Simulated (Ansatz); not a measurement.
# CH₅BS₂: a ladder of functionals and wavefunction methods

One table from this session's results is given with a row withheld; the runs are named, their logs left out.

Program: Ansatz 0.2.0, Gaussian basis. Level of theory: functionals in def2-TZVPP, the program's frozen cores in correlated methods. These are calculated values, not measurements.

Levels to be run: LDA (SPW92), PBE-D4, revPBE-D4, BLYP-D4, r2SCAN-D4, B97M-V, PBE0-D4, B3LYP-D4, r2SCANh-D4, r2SCAN0-D4, HSE06-D4, BHLYP-D4, CAM-B3LYP-D4, LC-ωPBE, ωB97X-V, ωB97M-V, B2PLYP, PBE-QIDH; CCSD(T)/def2-SVP; CCSD(T)/def2-TZVPP; MP2/def2-QZVPP; extrapolation to the limit; RPA on PBE.

**The geometry**

An earlier PBE0-D4 in a triple-zeta def2 set relaxation fixed the geometry.

SMILES `CSBS`, 9 atoms, charge 0, spin multiplicity 1.

Atoms are counted from 1 here; the program's logs count them from 0.

Bond lengths: C1–S2 1.811 Å, C1–H5 1.090 Å, C1–H6 1.088 Å, C1–H7 1.088 Å, S2–B3 1.774 Å, B3–S4 1.787 Å, B3–H8 1.193 Å, S4–H9 1.346 Å. Angles: S2–C1–H5 107.1°, S2–C1–H6 110.5°, S2–C1–H7 110.5°, H5–C1–H6 109.2°, H5–C1–H7 109.2°, H6–C1–H7 110.2°, C1–S2–B3 103.2°, S2–B3–S4 122.7°, S2–B3–H8 121.0°, S4–B3–H8 116.3°, B3–S4–H9 98.7°.

The first run:

in.yaml reads:

```yaml
crystal:
  periodic: [false, false, false]
  atoms:
    - {symbol: C, position_ang: [-0.097420, 0.511161, -1.568769]}
    - {symbol: S, position_ang: [0.641951, 0.689081, 0.074649]}
    - {symbol: B, position_ang: [-0.144099, -0.595571, 1.012715]}
    - {symbol: S, position_ang: [0.215035, -0.888056, 2.738722]}
    - {symbol: H, position_ang: [0.340741, 1.281726, -2.202287]}
    - {symbol: H, position_ang: [-1.174888, 0.656982, -1.520617]}
    - {symbol: H, position_ang: [0.130347, -0.467876, -1.986086]}
    - {symbol: H, position_ang: [-0.951441, -1.316636, 0.511640]}
    - {symbol: H, position_ang: [1.128374, 0.082790, 2.922933]}
basis:
  gaussian: {orbitals: def2-TZVPP}
hamiltonian: {xc: lda}
output: {orbitals: {seedname: orbitals}}
```

On the command line:

```sh
ansatz run in.yaml --threads 2 --pin off --events-out ev --progress --plain --max-ram 4352MiB
```

Among the steps run: LDA; PBE-D4 (GGA); revPBE-D4 (GGA); BLYP-D4 (GGA); r2SCAN-D4 (meta-GGA); B97M-V (meta-GGA); PBE0-D4 (hybrid); B3LYP-D4 (hybrid); r2SCANh-D4 (hybrid); r2SCAN0-D4 (hybrid); HSE06-D4 (hybrid); BHLYP-D4 (hybrid); CAM-B3LYP-D4 (range-separated); LC-ωPBE (range-separated); ωB97X-V (range-separated); ωB97M-V (range-separated); B2PLYP (double hybrid); PBE-QIDH (double hybrid).

One table of the session follows, with a row left open; its other results are not shown here.

It belongs to the step «Frontier levels by functional». 

| functional | HOMO (eV) | gap (eV) |
| --- | --- | --- |
| LDA (SPW92) | -6.09 | 4.17 |
| PBE-D4 | -5.98 | 4.27 |
| revPBE-D4 | -5.93 | 4.32 |
| BLYP-D4 | -5.80 | 4.28 |
| r2SCAN-D4 | -6.22 | 4.77 |
| B97M-V | -6.31 | 4.90 |
| PBE0-D4 | -7.10 | 6.27 |
| B3LYP-D4 | -6.87 | 5.87 |
| r2SCANh-D4 | -6.64 | 5.50 |
| r2SCAN0-D4 | -7.27 | 6.59 |
| HSE06-D4 | -6.71 | 5.50 |
| BHLYP-D4 | ? | ? |
| CAM-B3LYP-D4 | -8.36 | 8.63 |
| LC-ωPBE | -9.72 | 11.05 |
| ωB97X-V | -9.37 | 10.65 |
| ωB97M-V | -9.20 | 10.31 |

Estimate the missing values for BHLYP-D4.

Worked estimate for «HOMO (eV)». Against the share of exact exchange, BLYP-D4 (0, -5.80), B3LYP-D4 (0.2, -6.87) give a slope of -5.35 per unit share; at 0.5 the line stands at -8.47.

**Answer.** HOMO (eV): -8.09; gap (eV): 8.28. In «HOMO (eV)» the line misses by -0.38.
